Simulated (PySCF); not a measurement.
# C2H6Se (dimethyl selenide): levels of theory compared

Wanted: a comparison of 6 runs (HF/def2-SVP, B2PLYP/6-31G*, B3LYP/6-31G*, PBE0/def2-SVP, PBE0/aug-cc-pVDZ, SVWN5/def2-TZVP) of C2H6Se (dimethyl selenide). 

The results are computed with PySCF 2.14.0.

**1. The molecule**

C2H6Se: 9 atoms, total charge 0, spin state singlet. SMILES: `C[Se]C`. The shape comes from GFN2-xTB, which is rough for such elements, and wasn't checked as a minimum.

Bond lengths: Se1–C2 1.952 Å, Se1–C6 1.952 Å, C2–H3 1.087 Å, C2–H4 1.088 Å, C2–H5 1.086 Å, C6–H7 1.088 Å, C6–H8 1.087 Å, C6–H9 1.086 Å. Some angles: C2–Se1–C6 96.8°, Se1–C2–H3 109.2°, Se1–C2–H4 109.2°, Se1–C2–H5 107.7°, Se1–C6–H7 109.3°, Se1–C6–H8 109.1°, Se1–C6–H9 107.5°, H3–C2–H4 110.6°, H3–C2–H5 110.0°, H4–C2–H5 110.1°.

**2. Energy and gradient at HF/def2-SVP (run 1)**

Contents of input.py:

```python
# SeMe2
from pyscf import gto, scf

mol = gto.M(
    atom='''
Se    -0.000170    -0.000900    -1.301860
C      1.460270    -0.014980    -0.006060
H      1.395910    -0.918220     0.596060
H      1.389050     0.869340     0.623050
H      2.394000    -0.003240    -0.560630
C     -1.460380     0.015350    -0.006030
H     -1.399280     0.920840     0.593370
H     -1.386750    -0.867120     0.625100
H     -2.392660    -0.001060    -0.563000
''',
    max_memory=1860,
    basis='def2-svp',
    verbose=4,
)

calc0 = scf.RHF(mol)
calc0.conv_tol = 1e-10
calc0.kernel()
if not calc0.converged:
    calc0 = calc0.newton().run(calc0.mo_coeff, calc0.mo_occ)

energy = calc0.e_tot
print('Final energy', energy)
grad = calc0.nuc_grad_method().kernel()
calc0.analyze()
```

Launch:

```bash
$ OMP_NUM_THREADS=1 python input.py
```

Output:

```text
PySCF version 2.14.0

[... 89 lines left out ...]
MO #5   energy= -54.2112493994539  occ= 2
[... 16 lines left out ...]
MO #22  energy= -0.574310251089972 occ= 2
[... 16 lines left out ...]
MO #39  energy= 0.595863564302885  occ= 0
[... 16 lines left out ...]
MO #56  energy= 1.15785514004922   occ= 0
[... 16 lines left out ...]
MO #73  energy= 2.29304958790907   occ= 0
[... 16 lines left out ...]
MO #90  energy= 3.91359452874627   occ= 0
[... 102 lines left out ...]
Dipole moment(X, Y, Z, Debye): -0.00069,  0.00054,  1.63743
```

Wall time 24 s (1 thread of Intel Xeon at 2.50GHz (Skylake/Cascade Lake), shared host); peak memory 0.18 GiB.

**3. The energy at B2PLYP/6-31G(d) (spherical functions) (run 2)**

Contents of job.py:

```python
from pyscf import gto, dft, mp

molecule = gto.Mole()
molecule.atom = '''
Se    -0.000321    -0.001701    -2.460159
C      2.759510    -0.028308    -0.011452
H      2.637888    -1.735184     1.126390
H      2.624924     1.642815     1.177394
H      4.524004    -0.006123    -1.059437
C     -2.759718     0.029007    -0.011395
H     -2.644256     1.740135     1.121307
H     -2.620578    -1.638619     1.181268
H     -4.521472    -0.002003    -1.063916
'''
molecule.unit = 'bohr'
molecule.verbose = 3
molecule.max_memory = 1860
molecule.basis = '6-31g*'
molecule.build()

mf = dft.RKS(molecule, xc='0.53*HF + 0.47*B88, 0.73*LYP')
mf.grids.level = 5
mf.conv_tol = 1e-10
mf.kernel()
if not mf.converged:
    mf = mf.newton().run(mf.mo_coeff, mf.mo_occ)

pt = mp.MP2(mf, frozen=11).run()
e_tot = mf.e_tot + 0.27 * pt.e_corr
print('PT2 part  %.8f' % (0.27 * pt.e_corr))
print('E(%s) = %.9f' % ('B2PLYP', e_tot))
mf.analyze()
```

Launch:

```bash
$ OMP_NUM_THREADS=1 python job.py
```

Output:

```text
converged SCF energy = -2480.40010070627
[... 16 lines left out ...]
MO #12  energy= -2.30417524756181  occ= 2
[... 11 lines left out ...]
MO #24  energy= -0.397697353414157 occ= 2
[... 11 lines left out ...]
MO #36  energy= 0.37722791968929   occ= 0
[... 11 lines left out ...]
MO #48  energy= 0.867641125678314  occ= 0
[... 11 lines left out ...]
MO #60  energy= 1.84568156191573   occ= 0
[... 11 lines left out ...]
MO #72  energy= 4.76606949847084   occ= 0
[... 10 lines left out ...]
Dipole moment(X, Y, Z, Debye): -0.00065,  0.00054,  1.74685
```

It took 44 s on 1 thread of Intel Xeon at 2.50GHz (Skylake/Cascade Lake), shared host; peak memory 0.38 GiB.

**4. Energy and gradient at B3LYP/6-31G(d) (spherical functions) (run 3)**

Contents of run.py:

```python
# SeMe2
import pyscf.grad
from pyscf import gto, dft

system = gto.M(
    atom='''
Se  -0.000170  -0.000900  -1.301860
C    1.460270  -0.014980  -0.006060
H    1.395910  -0.918220   0.596060
H    1.389050   0.869340   0.623050
H    2.394000  -0.003240  -0.560630
C   -1.460380   0.015350  -0.006030
H   -1.399280   0.920840   0.593370
H   -1.386750  -0.867120   0.625100
H   -2.392660  -0.001060  -0.563000
''',
    charge=0,
    verbose=3,
    basis='6-31g*',
    max_memory=1860,
    spin=0,
)

calc0 = dft.RKS(system, xc='b3lyp')
calc0.grids.level = 5
calc0.conv_tol = 1e-10
calc0.kernel()
if not calc0.converged:
    calc0 = calc0.newton().run(calc0.mo_coeff, calc0.mo_occ)

etot = calc0.e_tot
print('E(%s) = %.9f' % ('B3LYP', etot))
grad = calc0.Gradients().kernel()
calc0.analyze()
```

Launch:

```bash
$ OMP_NUM_THREADS=1 python run.py
```

Output:

```text
converged SCF energy = -2481.10857504824
[... 21 lines left out ...]
MO #12  energy= -2.09224224804028  occ= 2
[... 11 lines left out ...]
MO #24  energy= -0.347553446091543 occ= 2
[... 11 lines left out ...]
MO #36  energy= 0.314922965379563  occ= 0
[... 11 lines left out ...]
MO #48  energy= 0.766663486127266  occ= 0
[... 11 lines left out ...]
MO #60  energy= 1.72480012681906   occ= 0
[... 11 lines left out ...]
MO #72  energy= 4.53349637796026   occ= 0
[... 10 lines left out ...]
Dipole moment(X, Y, Z, Debye): -0.00063,  0.00044,  1.71451
```

It took 68 s on 1 thread of Intel Xeon at 2.50GHz (Skylake/Cascade Lake), shared host; peak memory 0.71 GiB.

Runs 4 to 5 aren't shown in full; the table further down has their settings and results.

**5. Energy and forces at SVWN5/def2-TZVP (run 6)**

Contents of job.py:

```python
import pyscf.grad
from pyscf import gto, dft

molecule = gto.Mole()
molecule.atom = '''
Se  -0.000170  -0.000900  -1.301860
C    1.460270  -0.014980  -0.006060
H    1.395910  -0.918220   0.596060
H    1.389050   0.869340   0.623050
H    2.394000  -0.003240  -0.560630
C   -1.460380   0.015350  -0.006030
H   -1.399280   0.920840   0.593370
H   -1.386750  -0.867120   0.625100
H   -2.392660  -0.001060  -0.563000
'''
molecule.basis = 'def2-tzvp'
molecule.max_memory = 1860
molecule.verbose = 4
molecule.build()

myscf = dft.RKS(molecule)
myscf.xc = 'svwn'
myscf.conv_tol = 1e-10
myscf.grids.level = 5
myscf.kernel()
if not myscf.converged:
    myscf = myscf.newton().run(myscf.mo_coeff, myscf.mo_occ)

etot = myscf.e_tot
print('E = %.10f Eh' % etot)
grad = myscf.Gradients().kernel()
dip = myscf.dip_moment()
pop, q = myscf.mulliken_pop()
```

Launch:

```bash
$ OMP_NUM_THREADS=1 python job.py
```

Output:

```text
PySCF version 2.14.0

[... 81 lines left out ...]
converged SCF energy = -2477.21972325197
[... 13 lines left out ...]
Dipole moment(X, Y, Z, Debye): -0.00039,  0.00044,  1.55778
[... 156 lines left out ...]
charge of    8H =      0.17890
```

It took 2.5 min on 1 thread of Intel Xeon at 2.50GHz (Skylake/Cascade Lake), shared host; peak memory 1 GiB.

**6. The series**

```
run                                level      task  frozen core orbitals   energy (Eh)  dipole moment (D)  HOMO energy (eV)  LUMO energy (eV)  wall time
  1                          HF/def2-SVP  gradient                     –  -2478.709285               1.64             -8.55              4.36       24 s
  2  B2PLYP/6-31G* (spherical functions)    energy                    11  -2480.568258               1.75             -6.82              2.16       44 s
  3   B3LYP/6-31G* (spherical functions)  gradient                     –  -2481.108575               1.71             -5.59              0.62       68 s
  4                        PBE0/def2-SVP  gradient                     –  -2480.632987               1.50             -5.86              0.85       78 s
  5                     PBE0/aug-cc-pVDZ  gradient                     –  -2480.965064               1.62             -6.00             -0.09    2.8 min
  6                      SVWN5/def2-TZVP  gradient                     –  -2477.219723               1.56             -4.96             -0.62    2.5 min
```

**7. Summary of results**

| quantity | value |
| --- | --- |
| run 6: total energy | -2477.21972 Eh |
| run 6: dipole moment | 1.56 D |
| run 6: HOMO energy | -4.96 eV |
| run 6: LUMO energy | -0.62 eV |
| run 6: HOMO–LUMO gap | 4.33 eV |
| run 6: largest force on an atom | 0.784 eV/Å |

**Reading.** The dipole moment (its size) runs from 1.50 D (PBE0/def2-SVP) to 1.75 D (B2PLYP/6-31G*). The two ends differ in method and basis. A double hybrid's value is that of its SCF part. The HOMO–LUMO gap runs from 4.33 eV (SVWN5/def2-TZVP) to 12.91 eV (HF/def2-SVP). Totals of different functionals can't be ranked against each other. All runs together took 8.9 min, the longest 2.8 min.
